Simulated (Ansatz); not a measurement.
**H2Br (doublet): the correlation ladder at distance Br1–H2 along a hydrogen transfer = 2.058 Å, cc-pVDZ**

Aim: climb from Hartree-Fock through coupled cluster and multireference methods for H2Br (doublet) at one geometry and basis, and see what each rung misses.

Computed with Ansatz 0.2.0, Gaussian basis. Level: cc-pVDZ, core rule «outside noble gas», up to 14 orbitals frozen.

To be run: UHF; CCSD(T) on ROHF; CCSD(T) on UHF; BCCD(T) on ROHF; CISD; CCSDT(Q) on ROHF; CCSDT(Q) on UHF; CISDTQ; CCSDTQ on ROHF; CCSDTQ on UHF; CASSCF and MRCISD+Q, 3 electrons in 3 orbitals; CASSCF and NEVPT2, 3 electrons in 3 orbitals; CASSCF and MRCISD+Q, 9 electrons in 6 orbitals; CASSCF and NEVPT2, 9 electrons in 6 orbitals; Full CI.

## (1) The geometry

The geometry derives from fragments relaxed apart (PBE0/def2-TZVP) and kept rigid, so it is no stationary point. A hydrogen atom is moved between rigid fragments. No spin-orbit coupling is included. The filled d shell of Br may be among the frozen orbitals whatever the setting's name suggests; the logs give the count.

3 atoms, charge 0, spin multiplicity 2.

Atoms are counted from 1 here; the program's logs count them from 0.

Bond lengths: H2–H3 0.745 Å.

Geometry (Å):

```xyz
3
BrH2
Br    0.00000    0.00000   -1.62033
H     0.00000    0.00000    0.43767
H     0.00000    0.00000    1.18267
```

## (2) UHF

The input, in.yaml:

```yaml
crystal:
  periodic: [false, false, false]
  atoms:
    - {symbol: Br, position_ang: [0.000000, 0.000000, -1.620333]}
    - {symbol: H, position_ang: [0.000000, 0.000000, 0.437667]}
    - {symbol: H, position_ang: [0.000000, 0.000000, 1.182667]}
basis:
  gaussian: {orbitals: cc-pVDZ}
magnetization: {spin_polarized: true, initial_magnetization: 1}
hamiltonian: {xc: hf}
output: {orbitals: {seedname: orbitals}}
```

On the command line:

```sh
$ ansatz run in.yaml --threads 1 --pin off --events-out ev --progress --plain --max-ram 4096MiB --backend cpu
```

The runs that follow: CCSD(T) on ROHF; CCSD(T) on UHF; BCCD(T) on ROHF; CISD; CCSDT(Q) on ROHF; CCSDT(Q) on UHF; CISDTQ; CCSDTQ on ROHF; CCSDTQ on UHF; CASSCF and MRCISD+Q, 3 electrons in 3 orbitals; CASSCF and NEVPT2, 3 electrons in 3 orbitals; CASSCF and MRCISD+Q, 9 electrons in 6 orbitals; CASSCF and NEVPT2, 9 electrons in 6 orbitals; Full CI.

**Question.** What will the summary of the whole plan be? Wanted: FCI below the RHF energy; RMP2 from FCI; UMP2 from FCI; RCCSD from FCI; RCCSD(T) from FCI; UCCSD(T) from FCI; RCCSDT(Q) from FCI; UCCSDT(Q) from FCI; NEVPT2 pair from FCI.

As calculated:

```
                         quantity                                                                                                                 value
         FCI below the RHF energy                                                                                                            -4.1135 eV
                    RMP2 from FCI                                                                                                            +630.4 meV
                    UMP2 from FCI                                                                                                            +642.2 meV
                   RCCSD from FCI                                                                                                             +46.3 meV
                RCCSD(T) from FCI                                                                                                             +10.6 meV
                UCCSD(T) from FCI                                                                                                              +8.5 meV
               RCCSDT(Q) from FCI                                                                                                              +0.2 meV
               UCCSDT(Q) from FCI                                                                                                              -1.7 meV
             NEVPT2 pair from FCI                                                                                                            +575.5 meV
          NEVPT2 valence from FCI                                                                                                            +900.7 meV
        MRCISD+Q valence from FCI                                                                                                             -10.9 meV
levels within 1 kcal/mol (43 meV)  UCCSD, RCCSD(T), UCCSD(T), BCCD(T), RCCSDT, UCCSDT, CISDTQ, RCCSDT(Q), UCCSDT(Q), RCCSDTQ, UCCSDTQ, MRCISD+Q valence
                    T1 diagnostic                                                                                                                 0.014
   effectively unpaired electrons                                                                                                                  1.02
```

**Reading.** RCCSD(T) misses by +10.6 meV, 0.3 % of the correlation energy. UCCSDTQ, MRCISD+Q valence fall below full CI: unrestricted runs freeze a spin-polarised core, another one than full CI's, and coupled cluster isn't variational. One determinant dominates. Of the multireference levels listed MRCISD+Q valence comes nearest in total energy (-10.9 meV), which doesn't show that its space is the better one. These misses are within one basis, not against nature; the frozen cores of restricted and unrestricted runs differ, which can shift their rows.
